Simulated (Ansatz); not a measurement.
# ZrB: the cost of one run

Computed with Ansatz 0.2.0 (DFT PBE, scalar-relativistic, plane waves, PAW, unless a step's input says otherwise).

**1. Starting point**

Symmetry: Fm-3m, No. 225, cubic system. Conventional cell: a = 4.650 Å, b = 4.650 Å, c = 4.650 Å, α = 90.00°, β = 90.00°, γ = 90.00°. Zr (site symmetry m-3m) is surrounded by 6 B at 2.33 Å. B (site symmetry m-3m) has 6 Zr at 2.33 Å as nearest neighbours.

As a file:

```cif
data_structure
_symmetry_space_group_name_H-M 'Fm-3m'
_symmetry_Int_Tables_number 225
_cell_length_a 4.6500
_cell_length_b 4.6500
_cell_length_c 4.6500
_cell_angle_alpha 90.000
_cell_angle_beta 90.000
_cell_angle_gamma 90.000
_cell_volume 100.54
loop_
_atom_site_label
_atom_site_type_symbol
_atom_site_symmetry_multiplicity
_atom_site_Wyckoff_symbol
_atom_site_fract_x
_atom_site_fract_y
_atom_site_fract_z
_atom_site_occupancy
Zr1 Zr 4 a 0.00000 0.00000 0.00000 1
B1 B 4 b 0.50000 0.00000 0.00000 1
```

The structure comes from the Crystallography Open Database.

**2. Ground state at the listed geometry**

Contents of input.yaml:

```yaml
crystal:
  lattice:
    - [0.0, 2.325, 2.325]
    - [2.325, 0.0, 2.325]
    - [2.325, 2.325, 0.0]
  atoms:
    - { symbol: Zr, position: [0.0, 0.0, 0.0] }
    - { symbol: B, position: [0.5, 0.5, 0.5] }
basis:
  ecutwfc: 420
  fft_grid_basis: typed
kpoints:
  mp_grid: { grid: [12, 12, 12] }
hamiltonian:
  xc: pbe
  pseudopotentials: { kind: paw }
scf:
  occupations: { method: gaussian, width: 0.05 }
output:
  forces: true
  stress: true
  eigenvalues: true
  bader: true
  write_density: true
  volumetric_format: npy
  elf: true
```

Started as:

```bash
$ ansatz run input.yaml --threads 1 --pin off --max-ram 2560MiB --backend cpu --events-out ev --progress --plain --runs-dir out
```

**Question.** How long does this run take on 1 thread of Arm Neoverse N1, shared host, and how much memory does it need?

About 20 s, with a peak of 0.3 GiB.
